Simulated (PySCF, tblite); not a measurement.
**C₇H₅NO: geometry, infrared bands, NMR shifts, spin-spin couplings and electronic excitations**

Aim: predict the infrared bands, NMR shifts, spin-spin couplings and electronic excitations of C₇H₅NO (`c1cc2ccoc2cn1`).

Programs: tblite 0.8.0 and PySCF 2.14.0, with density-fitted response routines of our own. Each step states its level of theory. These are calculated values for one molecule in the gas phase, unless marked as measured. Atoms are numbered from 0 throughout.

## (1) Starting geometry

14 atoms, charge 0, multiplicity 1; geometry from: force field or distance geometry start.

Bonds of the start (Å): C0–C1 1.38, C1–C2 1.41, C2–C3 1.37, C3–C4 1.36, C4–O5 1.31, O5–C6 1.29, C6–C7 1.38, C7–N8 1.35, N8–C0 1.35, C6–C2 1.39, C0–H9 1.10, C1–H10 1.10, C3–H11 1.08, C4–H12 1.08, C7–H13 1.07.

## (2) Relaxing the molecule with GFN2-xTB

The job: settings as JSON, then the geometry in Å.

```
{"job": {"kind": "relax", "xc": "GFN2-xTB", "basis": "xTB"}, "charge": 0, "multiplicity": 1}
C     -2.154000    -0.389300    -0.033300
C     -0.982300    -1.114300    -0.090100
C      0.266400    -0.468600    -0.029800
C      1.561600    -0.903200    -0.069700
C      2.332200     0.219000     0.025300
O      1.524700     1.244400     0.083900
C      0.278900     0.913600     0.057400
C     -0.897300     1.625000     0.111800
N     -2.068000     0.958100     0.061300
H     -3.139700    -0.866200    -0.062600
H     -1.031900    -2.215700    -0.157100
H      1.834300    -1.942100    -0.129300
H      3.413000     0.248100     0.031800
H     -0.938500     2.690800     0.178200
```

Started as:

```console
OMP_NUM_THREADS=1 python probes_run.py task.json out
```

One launch serves the whole session: the jobs run in the order shown.

**Question.** This job is followed by: GFN2-xTB harmonic vibrations, gas phase; PBE0-D3(BJ)/def2-SVP geometry optimisation, gas phase; GIAO PBE0/pcSseg-1 NMR shielding, non-relativistic, gas phase; B3LYP/pcJ-1 indirect spin-spin coupling, non-relativistic, gas phase; TDDFT CAM-B3LYP/def2-SVPD, vertical, gas phase, core orbitals frozen in the response; GIAO PBE/pcSseg-1 NMR shielding, non-relativistic, gas phase. What will the session give for the following? strongest single infrared mode (GFN2-xTB); zero-point energy (GFN2-xTB); point group; rotational constants (main isotopes); ¹³C shifts against TMS (PBE0/pcSseg-1); ¹H shifts against TMS (PBE0/pcSseg-1); ¹⁷O shifts against H2O (PBE0/pcSseg-1); ¹⁵N shifts against NH3 (PBE0/pcSseg-1); largest coupling of the table (B3LYP/pcJ-1); lowest singlet (CAM-B3LYP/def2-SVPD); brightest single state of those computed; lowest triplet; vertical ionisation energy (ΔSCF); vertical electron affinity (ΔSCF); range of the shift of O5.

The runs gave:

| quantity | value |
| --- | --- |
| strongest single infrared mode (GFN2-xTB) | 1390 cm⁻¹, 78 km/mol |
| zero-point energy (GFN2-xTB) | 64.1 kcal/mol |
| point group | Cs |
| rotational constants (main isotopes) | 4.07, 1.68, 1.19 GHz |
| ¹³C shifts against TMS (PBE0/pcSseg-1) | 155.2, 151.8, 148.3, 138.9, 136.9, 120.4, 111.3 ppm |
| ¹H shifts against TMS (PBE0/pcSseg-1) | 9.10, 8.71, 7.62, 7.58, 6.93 ppm |
| ¹⁷O shifts against H2O (PBE0/pcSseg-1) | 257.7 ppm |
| ¹⁵N shifts against NH3 (PBE0/pcSseg-1) | 349.5 ppm |
| largest coupling of the table (B3LYP/pcJ-1) | ¹J(C,H) C4–H12, 210.7 Hz |
| lowest singlet (CAM-B3LYP/def2-SVPD) | 4.97 eV (249 nm), f = 0.003 |
| brightest single state of those computed | state 5, 6.58 eV, f = 0.374 |
| lowest triplet | 3.72 eV |
| vertical ionisation energy (ΔSCF) | 9.10 eV |
| vertical electron affinity (ΔSCF) | -0.50 eV (unbound: the value hangs on the basis) |
| range of the shift of O5 | 257.7 to 270.2 ppm |

Relaxing lowered the energy by 0.587 eV in 20 steps; the close pair that moved most is O5–C6, from 1.289 to 1.353 Å (GFN2-xTB). All 36 modes are real, so the xTB geometry is a minimum. The strongest single mode, at 1390 cm⁻¹, is spread over many atoms; the largest shares are those of C6, C1. GFN2-xTB is a fitted tight-binding method: band positions and strengths are rough. Its intensities can rank the bands wrongly. Relaxing lowered the energy by 0.045 eV in 4 steps; the close pair that moved most is C3–H11, from 1.070 to 1.087 Å (PBE0/def2-SVP). No frequency check was run at this level, so the end point may be a saddle. NICS(1)zz of -30 ppm above the planar ring from C0 marks a diatropic (aromatic) ring current. NICS(1)zz of -25 ppm above the planar ring from C2 marks a diatropic (aromatic) ring current. Of the pairs tabulated at B3LYP/pcJ-1, C4–H12 couples most strongly (210.7 Hz; Fermi contact 210.0 Hz). The first singlet state (HOMO−2→LUMO 0.92) lies at 4.97 eV and is weak; of the 10 states computed, the strongest absorption comes from state 5 at 6.58 eV. The lowest triplet lies 1.25 eV below the lowest singlet (triplets in Tamm-Dancoff, singlets in full TDDFT). ΔSCF puts the ionisation energy at 9.10 eV, 0.76 eV above −ε(HOMO). In ppm, O5 moves most: its shift spreads over 12.5 ppm, from 257.7 (PBE0/pcSseg-1) to 270.2 (PBE/pcSseg-1).
